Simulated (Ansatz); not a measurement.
Here is an Ansatz input file for Ca3Lu, space group Pm-3m. Write the same calculation for the Python package.

```yaml
crystal:
  lattice: { a: 5.361775, b: 5.361775, c: 5.361775, alpha: 90.0, beta: 90.0, gamma: 90.0 }
  atoms:
    - { symbol: Ca, position: [0.5, 0.0, 0.0] }
    - { symbol: Ca, position: [0.0, 0.5, 0.0] }
    - { symbol: Ca, position: [0.0, 0.0, 0.5] }
    - { symbol: Lu, position: [0.5, 0.5, 0.5] }
accuracy: high
basis:
  ecutwfc: 530.0
  xc_grid: 3
kpoints:
  mp_grid: { grid: [5, 5, 5] }
hamiltonian:
  xc: pbe
scf:
  algorithm: density_mixing
  n_extra_bands: 6
  convergence: { dr2_threshold: 1.0e-06 }
  occupations: { method: cold, width: 0.15 }
output:
  stress: true
  eigenvalues: true
```

Launched from the shell:
```console
$ ansatz run input.yaml --threads 1 --pin off --max-ram 3072MiB --backend cpu --events-out ev --progress --plain --runs-dir out
Warning: output.stress: scf.convergence.dr2_threshold = 1e-6 eV is looser than the 4e-10 eV advised for a printed stress (1e-10 eV for each atom of the cell: 4). What an SCF threshold leaves in a stress goes as its square root, and in the free energy as the threshold itself, and one threshold admits the most on a small cell: of the crystals measured, under no hybrid functional and no lock of the [...]
scf.n_extra_bands = 6 over 28 filled bands (N_el = 55.0): the run solves 34 bands
Engine: ansatz 0.2.0, x86_64-unknown-linux-gnu
Pseudopotentials: kind: paw
Pseudopotential: Ca, paw, valence charge 10, recommended cutoff 420 eV (normal), Ca.paw.azcp
Pseudopotential: Lu, paw, valence charge 25, recommended cutoff 420 eV (normal), Lu.paw.azcp
Functional definition: PBE
  parameter kappa = 0.804
  parameter beta = 0.06672455060314922
  exchange = pbe_x(kappa = kappa, mu = beta*pi^2/3)
  correlation = pbe_c(beta = beta)
Crystal: 4 atoms, lattice volume = 154.144 Å³
Basis set: ecut = 530 eV, 4337 PW (Γ), exchange–correlation on 144×144×144 points (27 copies of the dense FFT grid, shifted against one another)
Bands: 34, of which v1, the nominal top of the filled ones, is band 28 counted from 1 (27 counted from 0)
Symmetry: 48 space group operations
Space group: Pm-3m (ITA 221), of the structure as read, at distance tolerance 5.4e-5 Å
k-points: 10 of 125
Non-local potential: Ca, projectors of the file, l = 0: 3, l = 1: 2, l = 2: 2
Non-local potential: Lu, projectors of the file, l = 0: 3, l = 1: 2, l = 2: 2, l = 3: 3
PAW form: soft (Blöchl's): semilocal exchange-correlation on the pseudo side does not see the compensation charge
PAW one-centre angular grid: Ca, 110 points (default); XC on 64 Gauss nodes
PAW one-centre angular grid: Lu, 590 points (default); XC on 64 Gauss nodes
Initial density: superposition of atomic densities (neutral atoms: chi_scale 0, normalization atom), corrected by the library's trained network
Initial wavefunctions: pseudopotential atomic-orbital guess
Functional: x = pbe(κ = 0.804, μ = 0.2195149727645171), c = pbe(β = 0.06672455060314922)
SCF iter   1: F=—  HF=-20182.394420 eV  |F-HF|=—  |Δ(HF+E_count)|=         —  Δρ=2.42e-3  dr2=4.05e-2  ethr=1.77e-3  ⟨swp⟩=7.6  Hψ=1442  notcnv=0
preconditioner: auto → Kerker (q_TF=auto, 2.298 Å⁻¹)  [metal: Δε(μ)=0.077 eV  Ē_g=5.256 eV  σ=0.150 eV  W_gap=0.37  n_scr=26 (ndim 8)  ℏωp=14.3 eV  f_vac=0.000  D(μ)=6.70/eV (n_scr^D=56)]
SCF iter   2: F=—  HF=-20182.391059 eV  |F-HF|=—  |Δ(HF+E_count)|=   3.36e-3  S|Δr|=    0.00e0  Δρ=1.35e-3  dr2=1.08e-2  ethr=7.37e-5  ⟨swp⟩=1.5  Hψ=430  notcnv=0
SCF iter   3: F=—  HF=-20182.390183 eV  |F-HF|=—  |Δ(HF+E_count)|=   8.76e-4  S|Δr|=    0.00e0  Δρ=6.45e-4  dr2=1.02e-3  ethr=1.96e-5  ⟨swp⟩=2.0  Hψ=455  notcnv=0
SCF iter   4: F=—  HF=-20182.389389 eV  |F-HF|=—  |Δ(HF+E_count)|=   7.94e-4  S|Δr|=    0.00e0  Δρ=3.78e-4  dr2=4.17e-4  ethr=1.86e-6  ⟨swp⟩=2.0  Hψ=627  notcnv=0
SCF iter   5: F=—  HF=-20182.389206 eV  |F-HF|=—  |Δ(HF+E_count)|=   1.83e-4  S|Δr|=    0.00e0  Δρ=1.14e-4  dr2=4.57e-5  ethr=7.58e-7  ⟨swp⟩=2.0  Hψ=454  notcnv=0
SCF iter   6: F=—  HF=-20182.389197 eV  |F-HF|=—  |Δ(HF+E_count)|=   8.35e-6  S|Δr|=    0.00e0  Δρ=2.52e-5  dr2=1.23e-6  ethr=8.31e-8  ⟨swp⟩=2.0  Hψ=628  notcnv=0
SCF iter   7: F=-20182.389197 eV  HF=-20182.389198 eV  |F-HF|=5.34e-7  |Δ(HF+E_count)|=   5.03e-7  S|Δr|=    0.00e0  Δρ=1.15e-5  dr2=5.11e-7  ethr=1.82e-9  ⟨swp⟩=6.6  Hψ=1558  notcnv=0
SCF 1 converged in 7 iterations: F = -20182.389197 eV  dr2 = 5.11e-7
  greatest PAW one-centre occupation: 0.998 electrons in one spin orbital (limit 2), on the Lu atom at site 3 (counted from 0), in its partial waves of l = 0
SCF converged after 7 iterations
Stability not checked: this state was not tested for a lower state beside it, because cold or Methfessel-Paxton smearing, or corrected tetrahedra, fill the levels in a way that the test cannot read (fill_not_monotonic; see scf.lower_state_search)
Free energy (F): -20182.389197 eV
Harris-Foulkes:  -20182.389198 eV  (|F-HF|=5.34e-7)
Internal energy: -20182.376451 eV  (E = F + TS)
E sigma→0 (E₀):  -20182.384949 eV
Entropy (-TS):   -0.012746 eV (-3.186 meV/atom)
Fermi energy:    6.702466 eV
--- Per-component energies (eV) ---
  E_band       = -671.739981
  E_kinetic    = 1240.560365
  E_local      = -10827.415609  (includes V_loc(G=0)·N_el)
  E_nonlocal   = 769.248641
  E_hartree    = 4375.084581
  E_xc         = -623.825122
  E_vxc        = -763.688104  (∫ρ·V_xc dr)
  E_paw        = -9949.187237  (= ΣΔE_a)
  E_vpaw       = 159.339081  (= ΣTr[D̂ρ^β])
  E_aug_tail   = 0.000011  (compensation charges beyond the density's cutoff)
  E_ewald      = -5166.842083
  E_smearing   = -0.012746  (= −TS)
  E_closure    = -0.000000  (closes the sum)
  Σ components = -20182.389197   (vs F -20182.389197, Δ=0.00e0)
--- Stress (GPa, compression-positive) ---
       -0.025507       0.000000       0.000000
        0.000000      -0.025507       0.000000
        0.000000       0.000000      -0.025507
  P = ⅓ Tr σ = -0.0255 GPa (-0.255 kbar)
--- Band table (eV; the first three rows and the last of 10) ---
  k-point 0: bands = ["-50.7186", "-34.9958", "-34.9751", "-34.9751", "-21.3370", "-21.3370", "-21.3370", "-16.0580", "-16.0580", "-16.0580", "-15.9587", "-15.9587", "-15.9587", "-15.9276", "-15.9276", "-15.9276", "0.5743", "0.5791", "0.5791", "0.5791", "0.5854", "0.5854", "0.5854", "2.1273", "5.8396", "5.8396", "5.9222", "6.8955", "6.8955", "6.8955", "7.7831", "7.7831", "7.7831", "9.0314"]
  k-point 1: bands = ["-50.7186", "-34.9941", "-34.9768", "-34.9751", "-21.3372", "-21.3369", "-21.3369", "-16.0518", "-16.0518", "-16.0472", "-15.9609", "-15.9609", "-15.9594", "-15.9406", "-15.9319", "-15.9319", "0.5741", "0.5787", "0.5791", "0.5791", "0.5848", "0.5855", "0.5855", "2.3753", "5.3647", "6.0124", "6.1298", "6.9329", "6.9329", "7.0274", "7.6669", "7.6669", "7.9025", "8.7707"]
  k-point 2: bands = ["-50.7186", "-34.9900", "-34.9809", "-34.9751", "-21.3376", "-21.3367", "-21.3367", "-16.0396", "-16.0396", "-16.0194", "-15.9720", "-15.9673", "-15.9673", "-15.9605", "-15.9382", "-15.9382", "0.5738", "0.5781", "0.5792", "0.5792", "0.5837", "0.5857", "0.5857", "3.0528", "4.2994", "6.3625", "6.7066", "7.0272", "7.0272", "7.3575", "7.4565", "7.4565", "8.2511", "8.2741"]
  k-point 9: bands = ["-50.7186", "-34.9832", "-34.9813", "-34.9813", "-21.3380", "-21.3380", "-21.3379", "-16.1090", "-16.0209", "-16.0195", "-16.0195", "-15.9586", "-15.9586", "-15.9202", "-15.9202", "-15.9194", "0.5734", "0.5796", "0.5796", "0.5798", "0.5847", "0.5847", "0.5847", "4.4647", "5.2394", "5.5412", "5.5412", "6.5838", "6.5838", "6.6901", "6.9974", "8.4074", "8.4074", "8.6340"]
```

Script `ca3lu_scf.py`:
```python
"""Single point of Ca3Lu."""

import ansatz
import numpy as np

ca3lu = (
    ansatz.Lattice.from_parameters(5.361775, 5.361775, 5.361775, alpha=90.0, beta=90.0, gamma=90.0)
    .atom("Ca", (0.5, 0.0, 0.0))
    .atom("Ca", (0.0, 0.5, 0.0))
    .atom("Ca", (0.0, 0.0, 0.5))
    .atom("Lu", (0.5, 0.5, 0.5))
)

# settings of the run
setup = (
    ca3lu.calculation()
    .functional("pbe")
    .basis(530, xc_grid=3)
    .accuracy("high")
    .kpoints(5)
    .occupations("Marzari-Vanderbilt", width=0.15)
    .scf(tolerance=1e-06, extra_bands=6, algorithm="density_mixing")
    .compute(band_table=True, stress=True)
)
def show(event):
    row = event["data"]
    if event["event"] == "scf_iter" and row.get("free_energy_ev") is not None:
        print(f"  iteration {row['iter']:3d}  F = {row['free_energy_ev']:.6f} eV  residual {row['dr2_ev']:.2e}")


res = setup.session().plan().execute(on_event=show)
rep = res.report

energy = rep["free_energy_ev"]
print("Ca3Lu: {:.6f} eV = {:.6f} Ry = {:.6f} Ha".format(energy, energy / 13.605693, energy / 27.211386))
print("Fermi level {:.4f} eV, {} k-points, {} symmetry operations".format(rep["fermi_energy_ev"], rep["n_kpoints"], rep["n_symmetry_ops"]))

fermi = rep["fermi_energy_ev"]
print("levels less the Fermi level (eV) at the first k-points")
for k, levels in list(zip(rep["kpoints_frac"], rep["eigenvalues_ev"]))[:4]:
    print("k = ({:.3f}, {:.3f}, {:.3f})".format(*k))
    print("   ", " ".join(f"{e - fermi:.3f}" for e in levels))

# the stress is positive in compression
sigma = rep["stress_gpa"]
voigt = [sigma[0][0], sigma[1][1], sigma[2][2], sigma[1][2], sigma[0][2], sigma[0][1]]
print("stress xx yy zz yz xz xy (GPa):", " ".join(f"{s:.3f}" for s in voigt))
print("P =", round(10 * float(np.mean(voigt[:3])), 2), "kbar")
```

```console
$ python ca3lu_scf.py
DeckWarning: output.stress: scf.convergence.dr2_threshold = 1e-6 eV is looser than the 4e-10 eV advised for a printed stress (1e-10 eV for each atom of the cell: 4). What an SCF threshold leaves in a stress goes as its square root, and in the free energy as [...]
  iteration   7  F = -20182.389197 eV  residual 5.11e-07
Ca3Lu: -20182.389197 eV = -1483.378259 Ry = -741.689130 Ha
Fermi level 6.7025 eV, 10 k-points, 48 symmetry operations
levels less the Fermi level (eV) at the first k-points
k = (0.000, 0.000, 0.000)
    -57.421 -41.698 -41.678 -41.678 -28.039 -28.039 -28.039 -22.761 -22.761 -22.761 -22.661 -22.661 -22.661 -22.630 -22.630 -22.630 -6.128 -6.123 -6.123 -6.123 -6.117 -6.117 -6.117 -4.575 -0.863 -0.863 -0.780 0.193 0.193 0.193 1.081 1.081 1.081 2.329
k = (0.000, 0.000, 0.200)
    -57.421 -41.697 -41.679 -41.678 -28.040 -28.039 -28.039 -22.754 -22.754 -22.750 -22.663 -22.663 -22.662 -22.643 -22.634 -22.634 -6.128 -6.124 -6.123 -6.123 -6.118 -6.117 -6.117 -4.327 -1.338 -0.690 -0.573 0.230 0.230 0.325 0.964 0.964 1.200 2.068
k = (0.000, 0.000, 0.400)
    -57.421 -41.692 -41.683 -41.678 -28.040 -28.039 -28.039 -22.742 -22.742 -22.722 -22.674 -22.670 -22.670 -22.663 -22.641 -22.641 -6.129 -6.124 -6.123 -6.123 -6.119 -6.117 -6.117 -3.650 -2.403 -0.340 0.004 0.325 0.325 0.655 0.754 0.754 1.549 1.572
k = (0.000, 0.200, 0.200)
    -57.421 -41.695 -41.680 -41.678 -28.040 -28.040 -28.039 -22.760 -22.748 -22.730 -22.679 -22.665 -22.654 -22.654 -22.640 -22.632 -6.128 -6.124 -6.123 -6.123 -6.118 -6.118 -6.117 -4.086 -1.216 -1.063 -0.444 0.174 0.311 0.380 0.894 1.063 1.090 1.858
stress xx yy zz yz xz xy (GPa): -0.026 -0.026 -0.026 0.000 0.000 0.000
P = -0.26 kbar
```
(Warnings from the package without file and line, shortened.)

These settings explore the input space; cutoff and mesh may be short of convergence. The computed bands are complete only to about 1.4 eV above the Fermi level. For a metal this k-point mesh is coarse: on a finer one energies can move by several to tens of meV an atom and pressures by half a GPa or more, differences at one mesh by less. An absolute Fermi energy rests on an arbitrary zero of the periodic potential and has no direct meaning. This cell is a computed structure, which may not be the phase found in nature. Levels are Kohn-Sham eigenvalues on this mesh, without spin-orbit coupling.

(Lines on the test bed's own set-up are left out of the output.)
